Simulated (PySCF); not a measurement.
# C6H6S2 (1,4-benzenedithiol): the cost of one run

Computed with PySCF 2.14.0 and routines of our own; the level stands in each step. Atoms count from 0.

## (1) The starting structure

14 atoms, charge 0, multiplicity 1; geometry from: GFN2-xTB.

## (2) Geometry optimisation at PBE0-D3(BJ)/def2-SVP

The job: settings as JSON, then the geometry in Å.

```
{"job": {"xc": "PBE0", "basis": "def2-SVP", "d3": "d3bj", "grid": 2, "kind": "geom"}, "charge": 0, "multiplicity": 1}
S     -3.055275    -0.678888    -0.386279
C     -1.348481    -0.274792    -0.170855
C     -0.917007     1.040654    -0.055857
C      0.425266     1.312054     0.113710
C      1.347450     0.273778     0.170567
S      3.053282     0.679684     0.391566
C      0.916319    -1.041757     0.054791
C     -0.426174    -1.313023    -0.114715
H     -3.499177     0.576284    -0.380188
H     -1.625463     1.854987    -0.098608
H      0.764741     2.332462     0.204992
H      3.503867    -0.573041     0.354685
H      1.625822    -1.855449     0.097890
H     -0.765849    -2.333425    -0.203866
```

On the command line:

```bash
> OMP_NUM_THREADS=1 python excited_run.py task.json out
```

One launch serves the whole session: the jobs run in the order shown.

Q: Estimate the wall time and peak memory of this first job on 1 thread of Arm Neoverse V2, shared host.

About 61 s, with a peak of 0.74 GiB.
